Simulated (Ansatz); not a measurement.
This was printed by a script on Ansatz's Python interface, for harmonic frequencies at the relaxed geometry of CH₄AlNOSe, SMILES O[C]1([SeH])[NH][AlH]1. What did the script look like? Use (for the species named): PBE0, def2-SVP basis, multiplicity 1, D3BJ dispersion.

```xyz
9

O    -0.1775    1.1730    1.0163
C    -0.1103    0.0470    0.2464
Se    0.4522   -1.5457    1.1915
N    -1.1912   -0.1461   -0.6376
Al    0.3839    0.2662   -1.5940
H    -0.8938    1.0280    1.7068
H     1.8731   -0.8919    1.4930
H    -1.3689   -1.1615   -0.8055
H     1.1210    1.1847   -2.6339
```

```console
$ python freq_ch4alnose.py
run: pair        before    after (A)
O0-C1        1.3657   1.3797
O0-H5        1.0054   0.9703
C1-Se2       1.9355   1.9916
C1-N3        1.4096   1.4551
C1-Al4       1.9182   1.9283
Se2-H6       1.5929   1.4719
N3-Al4       1.8883   1.7513
N3-H7        1.0444   1.0166
Al4-H8       1.5711   1.5715
run: mode  1     123.2 1/cm    15.27 meV
run: mode  2     224.2 1/cm    27.80 meV
run: mode  3     276.8 1/cm    34.32 meV
run: mode  4     288.1 1/cm    35.72 meV
run: mode  5     347.2 1/cm    43.05 meV
run: mode  6     406.0 1/cm    50.33 meV
run: mode  7     428.6 1/cm    53.15 meV
run: mode  8     493.5 1/cm    61.18 meV
run: mode  9     514.7 1/cm    63.82 meV
run: mode 10     614.1 1/cm    76.13 meV
run: mode 11     722.6 1/cm    89.59 meV
run: mode 12     766.1 1/cm    94.99 meV
run: mode 13     773.1 1/cm    95.85 meV
run: mode 14    1010.5 1/cm   125.29 meV
run: mode 15    1151.7 1/cm   142.80 meV
run: mode 16    1176.7 1/cm   145.89 meV
run: mode 17    1325.3 1/cm   164.31 meV
run: mode 18    2003.5 1/cm   248.40 meV
run: mode 19    2446.9 1/cm   303.38 meV
run: mode 20    3577.9 1/cm   443.60 meV
run: mode 21    3744.3 1/cm   464.24 meV
imaginary modes: 0  zero-point energy: 1.3896 eV
run: T (K)   F_vib (eV)   S_vib (meV/K)   C_vib (meV/K)
run:  298.1      1.3218        0.5932          0.7910
run:  398.1      1.2495        0.8490          0.9764
run:  498.1      1.1528        1.0830          1.1106
deuterated (1/cm): 116 173 237 248 309 316 343 384 412 547 562 694 715 899 994 1063 1203 1453 1742 2626 2724
zero-point energy falls by 0.2888 eV
```

The script that was run (others could print the same):

The script, `freq_ch4alnose.py`:
```python
"""Vibrations and zero-point energy of CH4AlNOSe."""

import itertools
import logging
import sys

import ansatz as az
from ase.data import atomic_numbers, covalent_radii
import numpy as np

logging.basicConfig(stream=sys.stdout, format="%(name)s: %(message)s")
log = logging.getLogger("run")
log.setLevel(logging.INFO)

mol = (
    az.Crystal.molecule()
    .atom("O", [-0.1775, 1.173, 1.0163])
    .atom("C", [-0.1103, 0.047, 0.2464])
    .atom("Se", [0.4522, -1.5457, 1.1915])
    .atom("N", [-1.1912, -0.1461, -0.6376])
    .atom("Al", [0.3839, 0.2662, -1.594])
    .atom("H", [-0.8938, 1.028, 1.7068])
    .atom("H", [1.8731, -0.8919, 1.493])
    .atom("H", [-1.3689, -1.1615, -0.8055])
    .atom("H", [1.121, 1.1847, -2.6339])
)

base = mol.calculation().basis(gaussian="def2-SVP").functional("pbe0", dispersion="d3bj")
symbols = [site.symbol for site in mol.cartesian_sites]
start = np.array([site.position_ang for site in mol.cartesian_sites], dtype=float)
summary = base.relax(force_tolerance=0.003).run(threads=1, backend="cpu").report
end = np.array(summary["positions_ang"])

# pairs closer than 1.2 times the sum of covalent radii, before or after
radius = [covalent_radii[atomic_numbers[s]] for s in symbols]
span = lambda where, i, j: np.linalg.norm(where[i] - where[j])
bonded = [(i, j) for i, j in itertools.combinations(range(len(symbols)), 2) if min(span(start, i, j), span(end, i, j)) < 1.2 * (radius[i] + radius[j])]
log.info("pair        before    after (A)")
for i, j in bonded:
    print(f"{symbols[i]}{i}-{symbols[j]}{j}".ljust(10), f"{span(start, i, j):8.4f} {span(end, i, j):8.4f}")

# frequencies need a stationary point, so they are taken at the relaxed geometry
minimum = az.Crystal.molecule()
for symbol, place in zip(symbols, end):
    minimum = minimum.atom(symbol, place.tolist())
vibrating = minimum.calculation()
vibrating = vibrating.basis(gaussian="def2-SVP")
vibrating = vibrating.functional("pbe0", dispersion="d3bj")
vibrating = vibrating.phonons(temperatures=(298.15, 498.15, 100))
vib = vibrating.run(threads=1, backend="cpu").report["vibrations"]
sums = vib["harmonic_sums"]
modes = [m["omega_inv_cm"] for m in sums["modes_at_gamma"] if m["rigid_motion"] == "no"]
for number, w in enumerate(modes, start=1):
    log.info(f"mode {number:2d} {w:9.1f} 1/cm {w / 8065.544 * 1000:8.2f} meV")
print("imaginary modes:", sum(w < 0 for w in modes), " zero-point energy:", round(sums["zero_point_energy_ev"], 4), "eV")
log.info("T (K)   F_vib (eV)   S_vib (meV/K)   C_vib (meV/K)")
for row in zip(sums["temperatures_k"], sums["vibrational_free_energy_ev"], vib["entropy_ev_per_k"], vib["heat_capacity_ev_per_k"]):
    log.info(f"{row[0]:6.1f} {row[1]:11.4f} {1000 * row[2]:13.4f} {1000 * row[3]:15.4f}")

# all hydrogen replaced by deuterium
heavier = vibrating.phonons(masses={"H": 2.014102}).run(threads=1, backend="cpu").report["vibrations"]["harmonic_sums"]
print("deuterated (1/cm):", " ".join(f"{m['omega_inv_cm']:.0f}" for m in heavier["modes_at_gamma"] if m["rigid_motion"] == "no"))
print("zero-point energy falls by", round(sums["zero_point_energy_ev"] - heavier["zero_point_energy_ev"], 4), "eV")
```

The frequencies are harmonic and unscaled, in a modest basis. The whole script took 9.1 min on 1 thread of Arm Neoverse V2, with other jobs on the host, peak memory 0.34 GiB.
